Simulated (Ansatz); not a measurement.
# Ge₂H₅Cl (built from SMILES [Cl][GeH2][GeH3]): search for a transition state, part 2 of 2

Ansatz 0.2.0, Gaussian basis; PBE0-D4. Earlier steps stand in the parts before.

### Step 6. Checking the order of the point

vib/in.yaml

```yaml
crystal:
  periodic: [false, false, false]
  atoms:
    - {symbol: Ge, position_ang: [-0.065946, -0.441145, 1.214966]}
    - {symbol: Ge, position_ang: [-0.258769, 0.926817, -1.164342]}
    - {symbol: Cl, position_ang: [0.950299, -1.162269, -0.822537]}
    - {symbol: H, position_ang: [-1.059189, 0.456091, -2.424576]}
    - {symbol: H, position_ang: [0.925147, 1.690421, -1.847891]}
    - {symbol: H, position_ang: [-1.591763, -0.566920, 1.280240]}
    - {symbol: H, position_ang: [0.555967, 0.792718, 1.878599]}
    - {symbol: H, position_ang: [0.544254, -1.695713, 1.885440]}
basis:
  gaussian: {orbitals: def2-TZVP}
hamiltonian: {xc: pbe0, dispersion: d4}
phonons: {temperatures: {t_min: 298.15, t_max: 900, t_step: 200}}
```

Launch:

```sh
$ ansatz run in.yaml --threads 4 --pin off --events-out ev --progress --plain --max-ram 9574MiB
```

The log of the run, shortened:

```text
Functional definition: PBE0
  name "PBE0"
  cite "Adamo & Barone, J. Chem. Phys. 110, 6158 (1999) doi:10.1063/1.478522"
  cite "Perdew, Burke & Ernzerhof, Phys. Rev. Lett. 77, 3865 (1996) doi:10.1103/PhysRevLett.77.3865"
  parent pbe
[...]
1290 factors; their error is unknown
[...]
mean field -125621.77056981 eV, -4616.5149189462 hartree, gradient 4.2e-5 eV, S^2 0.000000; 0 other end points of the search recorded, 0 dependent functions left out
[...]
reference -125621.77060094 eV, -4616.5149200902 hartree; 43, 43 occupied and 120, 120 virtual orbitals, 1290 factors
[... from here to the last solve, the lines of the solves are left out (47 solves) ...]
1290 factors; their error is unknown
mean field -125621.77055576 eV, -4616.5149184297 hartree, gradient 1.4e-6 eV, S^2 0.000000; 0 other end points of the search recorded, 0 dependent functions left out
[...]
WARN: phonons: modes at or below zero, which the zero-point energy, F, S and C_V leave out: 1, the lowest at -210.80 cm⁻¹. A minimum has none, and a first-order saddle one
[...]
Total energy: -125621.93299836 eV, -4616.5208880852 hartree
Atom 0 at    -0.065946    -0.441145     1.214966 Å, force     0.007960    -0.002618    -0.002032 eV/Å
Atom 1 at    -0.258769     0.926817    -1.164342 Å, force     0.004407     0.007027     0.007905 eV/Å
Atom 2 at     0.950299    -1.162269    -0.822537 Å, force    -0.004569     0.004124     0.002792 eV/Å
Atom 3 at    -1.059189     0.456091    -2.424576 Å, force    -0.001026    -0.007679    -0.003450 eV/Å
Atom 4 at     0.925147     1.690421    -1.847891 Å, force    -0.000734    -0.001300    -0.001013 eV/Å
Atom 5 at    -1.591763    -0.566920     1.280240 Å, force    -0.000843     0.001602    -0.000062 eV/Å
Atom 6 at     0.555967     0.792718     1.878599 Å, force    -0.002993    -0.000882    -0.001047 eV/Å
Atom 7 at     0.544254    -1.695713     1.885440 Å, force    -0.002202    -0.000274    -0.003095 eV/Å
Dipole moment:    -0.141717     0.093317     0.292139 e Å
Vibrations: -210.80 148.41 184.72 198.92 288.62 535.56 550.80 559.40 647.34 787.86 856.87 899.07 921.17 2007.05 2033.95 2095.29 2151.20 2183.18 cm⁻¹, zero-point energy 1.056929 eV
```

It took 3.9 min on 4 threads of Intel Xeon at 2.50GHz, shared host; peak memory 0.5 GiB.

The modes, with what each moves most:

```csv
mode,wavenumber (cm⁻¹),character
1,211i,"changes Ge1–Cl3, Ge1–Ge2, Ge2–Cl3"
2,148,torsion
3,185,torsion
4,199,bend with Ge–Cl stretch
5,289,Ge–Cl stretch
6,536,bend
7,551,bend
8,559,bend with torsion
9,647,bend
10,788,bend
11,857,bend
12,899,bend with torsion
13,921,bend with torsion
14,2007,Ge–H stretch
15,2034,Ge–H stretch
16,2095,Ge–H stretch
17,2151,Ge–H stretch
18,2183,Ge–H stretch
```

Vibrational sums (real modes only):

```csv
T (K),entropy (J/mol/K),heat capacity (J/mol/K)
298,47.2,58.2
498,83.3,82.7
698,114.0,98.7
898,140.3,109.9
```

### Step 7. Relaxing after a step of 0.30 Å one way along the mode

downa/in.yaml

```yaml
crystal:
  periodic: [false, false, false]
  atoms:
    - {symbol: Ge, position_ang: [0.060772, -0.632555, 1.310812]}
    - {symbol: Ge, position_ang: [-0.466308, 1.108570, -1.238591]}
    - {symbol: Cl, position_ang: [0.772692, -1.104132, -0.587854]}
    - {symbol: H, position_ang: [-0.967655, 0.487032, -2.600365]}
    - {symbol: H, position_ang: [0.929767, 1.760204, -1.929591]}
    - {symbol: H, position_ang: [-1.498458, -0.615709, 1.180070]}
    - {symbol: H, position_ang: [0.651643, 0.821218, 1.785896]}
    - {symbol: H, position_ang: [0.517547, -1.824628, 2.079522]}
basis:
  gaussian: {orbitals: def2-TZVP}
hamiltonian: {xc: pbe0, dispersion: d4}
relax: {f_tol: 0.005, max_steps: 200}
```

Launch:

```sh
$ ansatz run in.yaml --threads 4 --pin off --events-out ev --progress --plain --max-ram 9574MiB
```

The log of the run, shortened:

```text
[... 5 set-up lines as earlier in the session ...]
[...]
1290 factors; their error is unknown
[...]
mean field -125621.62758006 eV, -4616.5096641698 hartree, gradient 1.7e-5 eV, S^2 0.000000; 0 other end points of the search recorded, 0 dependent functions left out
[...]
reference -125621.62761096 eV, -4616.5096653052 hartree; 43, 43 occupied and 120, 120 virtual orbitals, 1290 factors
relax step   1: F+E_penalty+E_count = -125621.79425728 eV  Δ(F+E_penalty+E_count) = +0.000e0 eV  max|allowed force component| = 2.154e0 eV/Å  Δτ_max = 0.0000 Å  (25 SCF iters, accepted)
[...]
reference -125622.03123405 eV, -4616.5244981803 hartree; 43, 43 occupied and 120, 120 virtual orbitals, 1290 factors
Total energy: -125622.19342417 eV, -4616.5304585572 hartree
Atom 0 at     0.014398    -0.665150     1.433097 Å, force     0.002402     0.001335    -0.003363 eV/Å
Atom 1 at    -0.424795     1.301009    -1.416298 Å, force    -0.000110     0.000429     0.003077 eV/Å
Atom 2 at     0.747508    -0.893133    -0.624966 Å, force    -0.000445     0.000913     0.000914 eV/Å
Atom 3 at    -0.945814     0.482987    -2.674384 Å, force     0.000787    -0.000567    -0.001888 eV/Å
Atom 4 at     0.938959     1.684793    -2.135176 Å, force    -0.000737    -0.001170    -0.000631 eV/Å
Atom 5 at    -1.507669    -0.685769     1.327477 Å, force    -0.000540     0.000368     0.000832 eV/Å
Atom 6 at     0.589617     0.659696     1.925457 Å, force    -0.000822    -0.001620     0.000750 eV/Å
Atom 7 at     0.587796    -1.884431     2.164693 Å, force    -0.000535     0.000312     0.000308 eV/Å
Dipole moment:    -0.014695    -0.284459     0.686067 e Å
```

Wall time 84 s (4 threads of Intel Xeon at 2.50GHz, shared host); peak memory 0.5 GiB.

Step by step: (the energy doesn't fall at every step)

| step | energy from step 1 (eV) | largest force component (eV/Å) |
| --- | --- | --- |
| 1 | 0.0000 | 2.1544 |
| 2 | -0.3780 | 0.1872 |
| 3 | -0.3927 | 0.1513 |
| 4 | -0.3959 | 0.0516 |
| 5 | -0.3981 | 0.0441 |
| 6 | -0.3864 | 0.3325 |
| 7 | -0.3988 | 0.0117 |
| 8 | -0.3990 | 0.0031 |
| 9 | -0.3991 | 0.0098 |
| 10 | -0.3991 | 0.0073 |
| 11 | -0.3991 | 0.0039 |
| 12 | -0.3991 | 0.0083 |
| 13 | -0.3991 | 0.0034 |

Distances of close pairs at the start and the end, largest changes first:

```csv
bond,before (Å),after (Å),change (Å)
Ge1–Cl3,2.082,2.197,+0.115
Ge1–H7,1.640,1.526,-0.114
Ge2–H5,1.689,1.589,-0.100
Ge1–H8,1.490,1.533,+0.043
Ge1–H6,1.565,1.526,-0.039
Ge2–H4,1.579,1.589,+0.010
Ge2–Cl3,2.618,2.611,-0.008
```

### Step 8. Relaxing after a step of 0.30 Å the other way along the mode

downb/in.yaml

```yaml
crystal:
  periodic: [false, false, false]
  atoms:
    - {symbol: Ge, position_ang: [-0.192664, -0.249735, 1.119120]}
    - {symbol: Ge, position_ang: [-0.051230, 0.745065, -1.090092]}
    - {symbol: Cl, position_ang: [1.127906, -1.220407, -1.057220]}
    - {symbol: H, position_ang: [-1.150722, 0.425150, -2.248787]}
    - {symbol: H, position_ang: [0.920526, 1.620638, -1.766191]}
    - {symbol: H, position_ang: [-1.685067, -0.518130, 1.380410]}
    - {symbol: H, position_ang: [0.460290, 0.764217, 1.971302]}
    - {symbol: H, position_ang: [0.570962, -1.566797, 1.691357]}
basis:
  gaussian: {orbitals: def2-TZVP}
hamiltonian: {xc: pbe0, dispersion: d4}
relax: {f_tol: 0.005, max_steps: 200}
```

Launch:

```sh
$ ansatz run in.yaml --threads 4 --pin off --events-out ev --progress --plain --max-ram 9574MiB
```

The log of the run, shortened:

```text
[... 5 set-up lines as earlier in the session ...]
[...]
1290 factors; their error is unknown
[...]
mean field -125622.12357475 eV, -4616.5278916383 hartree, gradient 2.8e-5 eV, S^2 0.000000; 0 other end points of the search recorded, 0 dependent functions left out
[...]
reference -125622.12360724 eV, -4616.5278928324 hartree; 43, 43 occupied and 120, 120 virtual orbitals, 1290 factors
relax step   1: F+E_penalty+E_count = -125622.28313463 eV  Δ(F+E_penalty+E_count) = +0.000e0 eV  max|allowed force component| = 2.185e0 eV/Å  Δτ_max = 0.0000 Å  (26 SCF iters, accepted)
[...]
reference -125623.73806478 eV, -4616.5872230526 hartree; 43, 43 occupied and 120, 120 virtual orbitals, 1290 factors
Total energy: -125623.88832610 eV, -4616.5927450545 hartree
Atom 0 at    -0.236850    -0.148299     1.226165 Å, force    -0.000006     0.001123    -0.002746 eV/Å
Atom 1 at     0.195193     0.327258    -1.109275 Å, force     0.000696    -0.001961    -0.000341 eV/Å
Atom 2 at     0.582946    -1.569619    -2.082273 Å, force    -0.000304    -0.000460     0.000640 eV/Å
Atom 3 at    -1.006126     0.944602    -1.842683 Å, force    -0.000532     0.000643     0.000902 eV/Å
Atom 4 at     1.447717     1.187718    -1.339147 Å, force     0.000514     0.001240     0.000679 eV/Å
Atom 5 at    -1.456684    -1.072046     1.334321 Å, force    -0.000302    -0.000147     0.000770 eV/Å
Atom 6 at    -0.518458     1.163862     1.976034 Å, force    -0.000198    -0.000519     0.000274 eV/Å
Atom 7 at     0.992262    -0.833475     1.836757 Å, force     0.000132     0.000082    -0.000179 eV/Å
Dipole moment:    -0.088385     0.331289     0.270777 e Å
```

It took 2.7 min on 4 threads of Intel Xeon at 2.50GHz, shared host; peak memory 0.5 GiB.

Along the way: (the energy doesn't fall at every step)

| step | energy from step 1 (eV) | largest force component (eV/Å) |
| --- | --- | --- |
| 1 | 0.0000 | 2.1852 |
| 2 | -0.7897 | 1.3936 |
| 3 | -1.2155 | 1.2458 |
| 4 | -1.4527 | 0.3575 |
| 5 | -1.5446 | 0.1933 |
| 6 | -1.5677 | 0.1197 |
| 7 | -1.5743 | 0.0768 |
| 8 | -1.5756 | 0.0135 |
| 9 | -1.5757 | 0.0021 |
| 10 | -1.5758 | 0.0290 |
| 11 | -1.5730 | 0.2034 |
| 12 | -1.5745 | 0.1607 |
| 13 | -1.5760 | 0.0071 |
| 14 | -1.5771 | 0.1008 |
| 15 | -1.5777 | 0.1526 |
| 16 | -1.5797 | 0.1133 |
| 17 | -1.5863 | 0.1301 |
| 18 | -1.5826 | 0.3064 |
| 19 | -1.5940 | 0.0253 |
| 20 | -1.5981 | 0.0503 |
| 21 | -1.5997 | 0.1587 |
| 22 | -1.6020 | 0.1254 |
| 23 | -1.6043 | 0.0042 |
| 24 | -1.6049 | 0.0150 |
| 25 | -1.6051 | 0.0150 |
| 26 | -1.6051 | 0.0087 |
| 27 | -1.6052 | 0.0027 |

Distances of close pairs at the start and the end, largest changes first:

```
   bond  before (Å)  after (Å)  change (Å)
Ge2–Cl3       2.292      2.167      -0.125
 Ge1–H8       1.626      1.534      -0.092
 Ge2–H4       1.629      1.537      -0.092
 Ge2–H5       1.472      1.537      +0.064
 Ge1–H7       1.477      1.537      +0.061
Ge1–Ge2       2.427      2.422      -0.005
 Ge1–H6       1.539      1.534      -0.005
```

### Step 9. The three structures

| pair | start side (Å) | saddle (Å) | end side (Å) |
| --- | --- | --- | --- |
| Ge1–Cl3 | 3.693 | 2.388 | 2.197 |
| Ge1–Ge2 | 2.422 | 2.751 | 3.490 |
| Ge2–Cl3 | 2.167 | 2.438 | 2.611 |

### Step 10. Outcome

The summary covers parts 1 to 2.

| quantity | value |
| --- | --- |
| imaginary mode | 211i cm⁻¹ |
| barrier from the start side | 188.7 kJ/mol |
| barrier from the end side | 25.1 kJ/mol |
| energy of the step | +163.5 kJ/mol |
| pairs that change | Ge1–Cl3 formed, Ge1–Ge2 broken, Ge2–Cl3 loosened |
| zero-point energy at the saddle | 1.057 eV |

**Reading.** The point has a single imaginary mode (211i cm⁻¹), as a transition state must. It joins the planned start and end. A bond meant to break is only loosened at the end: the products stay bound as an adduct. At PBE0-D4/def2-TZVP the electronic barrier is 188.7 kJ/mol, about 76 kT at 298 K, and the step runs 163.5 kJ/mol uphill. A step off the saddle overshot and began above it in energy, so the link to its end is likely but not proven.
